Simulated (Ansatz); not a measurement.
This script for Ansatz 0.2.0, Python API starts 5 runs on GeH5NTe, SMILES [NH2][GeH2][TeH]. What input does the engine get in each?

`methods_geh5nte.py`
```python
"""One geometry of GeH5NTe, method by method."""

from pathlib import Path
import warnings

import ansatz as az
from ase import Atoms
import numpy as np

SETTINGS = {
    "basis_set": "def2-SVP",
}


def main() -> None:
    warnings.simplefilter("ignore", az.DeckWarning)

    atoms = Atoms(["N", "Ge", "Te", "H", "H", "H", "H", "H"], positions=[
        [-1.0691, 0.3136, -0.7353],
        [0.4487, 0.401, 0.256],
        [1.3113, -1.9786, 0.5345],
        [-1.3329, 1.3615, -0.8998],
        [-0.8609, -0.0322, -1.7022],
        [0.1571, 1.035, 1.6471],
        [1.5374, 1.2682, -0.4737],
        [-0.0995, -2.4257, 1.3176],
    ])
    mol = az.Crystal.molecule_from_ase(atoms)

    calculation = mol.calculation().basis(gaussian=SETTINGS["basis_set"])

    print("functional    E (Ha)        dipole (D)   HOMO (eV)  LUMO (eV)")
    for name in ["pbe", "r2scan0", "blyp", "revpbe", "hf"]:
        summary = calculation.functional(name).forces().orbitals().run(runs_dir="runs").report
        lines = Path(summary["orbitals_path"]).read_text().splitlines()
        field_of = lambda key: [line.split("=")[1].strip() for line in lines if line.startswith(key)]
        orbitals = [(27.211386 * float(e), s, float(n)) for e, s, n in zip(field_of("Ene="), field_of("Spin="), field_of("Occup="))]
        homo = max(e for e, _, n in orbitals if n > 0.5)
        lumo = min(e for e, _, n in orbitals if n < 0.5)
        dipole = 4.803205 * np.linalg.norm(summary["charge_distribution"]["dipole_moment_e_ang"])
        print(f"{name:10s} {summary['free_energy_ev'] / 27.211386246:14.6f} {dipole:9.3f} {homo:11.3f} {lumo:10.3f}")


if __name__ == "__main__":
    main()
```

Run 1:
```yaml
crystal:
  periodic: [false, false, false]
  atoms:
    - { symbol: "N", position_ang: [-1.0691, 0.3136, -0.7353] }
    - { symbol: Ge, position_ang: [0.4487, 0.401, 0.256] }
    - { symbol: Te, position_ang: [1.3113, -1.9786, 0.5345] }
    - { symbol: H, position_ang: [-1.3329, 1.3615, -0.8998] }
    - { symbol: H, position_ang: [-0.8609, -0.0322, -1.7022] }
    - { symbol: H, position_ang: [0.1571, 1.035, 1.6471] }
    - { symbol: H, position_ang: [1.5374, 1.2682, -0.4737] }
    - { symbol: H, position_ang: [-0.0995, -2.4257, 1.3176] }
basis:
  gaussian:
    orbitals: def2-SVP
hamiltonian:
  xc: pbe
output:
  orbitals: {}
  forces: true
```

Run 2, against run 1:
```diff
-  xc: pbe
+  xc: r2scan0
```

Run 3, against run 1:
```diff
-  xc: pbe
+  xc: blyp
```

Run 4, against run 1:
```diff
-  xc: pbe
+  xc: revpbe
```

Run 5, against run 1:
```diff
-  xc: pbe
+  xc: hf
```

`python methods_geh5nte.py` gives:
```text
functional    E (Ha)        dipole (D)   HOMO (eV)  LUMO (eV)
pbe          -2402.089162     1.679      -5.263     -1.260
r2scan0      -2402.499609     1.824      -6.518     -0.364
blyp         -2402.453726     1.624      -5.056     -1.149
revpbe       -2402.353492     1.669      -5.225     -1.195
hf           -2399.425857     1.972      -8.625      2.845
```

Reading the output:
- Total energies depend on the basis set; only differences at equal settings carry meaning.
- The geometry is a force-field or estimated start, not a minimum of this method, and the basis set is short of its limit. A lower total doesn't mark the better method: functionals have no common bound, and MP2 and coupled cluster aren't variational.
- def2 sets replace the cores of elements past krypton by effective core potentials.
- Levels such as HOMO and LUMO are orbital energies: with these approximate functionals they aren't the ionisation energy and electron affinity, and their gap isn't the fundamental gap.
- Hardware and time: 20 s on 1 thread of Arm Neoverse V2, with other jobs on the host, peak memory 0.31 GiB.
